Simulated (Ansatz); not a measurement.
# GeH3F: functionals against CCSD(T) at one geometry

One table from this session's results is given with a row withheld; the runs are named, their logs left out.

Program: Ansatz 0.2.0, Gaussian basis. Level of theory: single points in def2-TZVPP. These are calculated values, not measurements.

Cores are frozen in the correlated methods. Filled d shells of the heavier atoms are correlated.

**Starting geometry**

5 atoms, charge 0, spin multiplicity 1.

Atoms are counted from 1 here; the program's logs count them from 0.

Bond lengths: Ge1–H2 1.623 Å, Ge1–H4 1.638 Å, Ge1–H5 1.790 Å. Angles: H2–Ge1–H4 85.0°, H2–Ge1–H5 36.4°, H4–Ge1–H5 89.0°.

Geometry (Å):

```mol
FGeH3
  3D, bonds by distance, orders not assigned

  5  3  0  0  0  0  0  0  0  0999 V2000
   -0.8400   -0.5755   -0.2555 Ge  0  0
    0.6224   -0.1464    0.3028 H   0  0
    1.2547   -0.1558   -0.7963 F   0  0
   -1.0688    1.0309   -0.4790 H   0  0
    0.0808   -0.2041    1.2339 H   0  0
  1  2  8  0
  1  4  8  0
  1  5  8  0
M  END
```

Set-up of the first run:

Input file run/in.yaml:

```yaml
crystal:
  periodic: [false, false, false]
  atoms:
    - {symbol: Ge, position_ang: [-0.840000, -0.575500, -0.255500]}
    - {symbol: H, position_ang: [0.622400, -0.146400, 0.302800]}
    - {symbol: F, position_ang: [1.254700, -0.155800, -0.796300]}
    - {symbol: H, position_ang: [-1.068800, 1.030900, -0.479000]}
    - {symbol: H, position_ang: [0.080800, -0.204100, 1.233900]}
basis:
  gaussian: {orbitals: def2-TZVPP}
correlation: {method: ccsd_t}
output: {forces: true}
```

The command line of these runs was not kept.

Steps of the session up to this table: CCSD(T)/def2-TZVPP; PBE0-D4/def2-TZVPP; wB97M-V/def2-TZVPP; r2SCAN-D4/def2-TZVPP; PBE-D4/def2-TZVPP; r2SCANh-D4/def2-TZVPP; LC-wPBE/def2-TZVPP.

One table of the session follows, with a row left open; its other results are not shown here.

```
    method  RMS force component (eV/Å)  angle to CCSD(T) forces (°)  dipole (D)
   CCSD(T)                       1.228                    reference        2.37
   PBE0-D4                       1.200                          3.5        2.39
   wB97M-V                       1.257                          2.8        2.46
 r2SCAN-D4                       1.146                          3.0        2.23
    PBE-D4                           ?                            ?           ?
r2SCANh-D4                       1.182                          1.4        2.32
   LC-wPBE                       1.243                          2.8        2.48
```

Q: Estimate the row for PBE-D4 from the others.

**Answer.** RMS force component (eV/Å): 1.110; angle to CCSD(T) forces (°): 11.8; dipole (D): 2.17. In the column «RMS force component (eV/Å)» it is the lowest.
